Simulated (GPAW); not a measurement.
A run of GPAW 26.7.0 is set up as follows.

run.py

```python
import numpy as np
from ase import Atoms
from ase.dft.bandgap import bandgap
from ase.io import write
from ase.units import GPa
from gpaw import GPAW, PW, setup_paths
from gpaw.spinorbit import soc_eigenstates

setup_paths.insert(0, '.')

atoms = Atoms(['Te', 'Sn', 'Sn', 'Sn'],
              cell=[[4.865622, 0.0, 0.0],
                    [0.0, 4.865622, 0.0],
                    [0.0, 0.0, 4.865622]],
              scaled_positions=[[0.0, 0.0, 0.0],
                                [0.0, 0.5, 0.5],
                                [0.5, 0.0, 0.5],
                                [0.5, 0.5, 0.0]],
              pbc=True)

calc = GPAW(mode=PW(600),
            xc='PBEsol',
            kpts={'size': (6, 6, 6), 'gamma': True},
            occupations={'name': 'fermi-dirac', 'width': 0.05},
            nbands=38,
            convergence={'density': 1e-05, 'energy': 1e-05},
            maxiter=150,
            txt='gpaw.txt')
atoms.calc = calc
energy = atoms.get_potential_energy()
forces = atoms.get_forces()
stress = atoms.get_stress()
calc.write('gs.gpw')
write('result.traj', atoms)
print(f'Energy: {energy:.6f} eV')
print('Forces (eV/A):')
print(forces.round(4))
print('Stress (GPa):', (stress / GPa).round(3))
print('Fermi level:', round(calc.get_fermi_level(), 4), 'eV')
print(f'Gap: {bandgap(calc)[0]:.4f} eV, direct: {bandgap(calc, direct=True)[0]:.4f} eV')

path = atoms.cell.bandpath('GXMGRX,MR', npoints=60, eps=1e-4)
bs_calc = calc.fixed_density(kpts=path, symmetry='off', nbands=60,
                             convergence={'bands': 'CBM+6.0', 'eigenstates': 1e-6}, txt='bands.txt')
bs = bs_calc.band_structure()
bs.write('bs.json')
print(f'Gap on the path: {bandgap(bs_calc)[0]:.4f} eV')

soc = soc_eigenstates(bs_calc, theta=90, phi=45)
np.savetxt('soc_bands.dat', soc.eigenvalues(), fmt='%.4f')
mesh = soc_eigenstates('gs.gpw', theta=90, phi=45)
np.savetxt('soc_mesh.dat', mesh.eigenvalues(), fmt='%.4f')
print('Fermi level with spin-orbit coupling:', round(mesh.fermi_level, 4), 'eV')
```

Potentials or basis: PAW data sets generated in the run's folder for this functional, pw.

Command:

```bash
$ gpaw-setup -f PBEsol Sn Te
$ OMP_NUM_THREADS=1 python run.py
```

Question: Estimate the band gap along the path.

Answer: None (metal or under the smearing width).

Question: What does it give for the pressure?

Answer: -2.6 GPa.

Levels at the corners of the path, in eV from the Fermi level:
| point | band 45 | band 46 | band 47 | band 48 | band 49 | band 50 |
| --- | --- | --- | --- | --- | --- | --- |
| Γ | 0.20 | 0.20 | 0.50 | 0.50 | 0.50 | 0.50 |
| X | -1.56 | -1.56 | -1.45 | -1.45 | -0.32 | -0.32 |
| M | -1.79 | -1.79 | -0.74 | -0.74 | -0.09 | -0.09 |
| Γ | 0.20 | 0.20 | 0.50 | 0.50 | 0.50 | 0.50 |
| R | -4.32 | -4.32 | 2.42 | 2.42 | 3.03 | 3.03 |
| X | -1.56 | -1.56 | -1.45 | -1.45 | -0.32 | -0.32 |
| M | -1.79 | -1.79 | -0.74 | -0.74 | -0.09 | -0.09 |
| R | -4.32 | -4.32 | 2.42 | 2.42 | 3.03 | 3.03 |

Caveat: spin-orbit coupling was added after a scalar SCF, so levels and gaps hold it while energy, forces, pressure and moments don't; this program's spin-orbit splittings come out too wide for heavy elements.
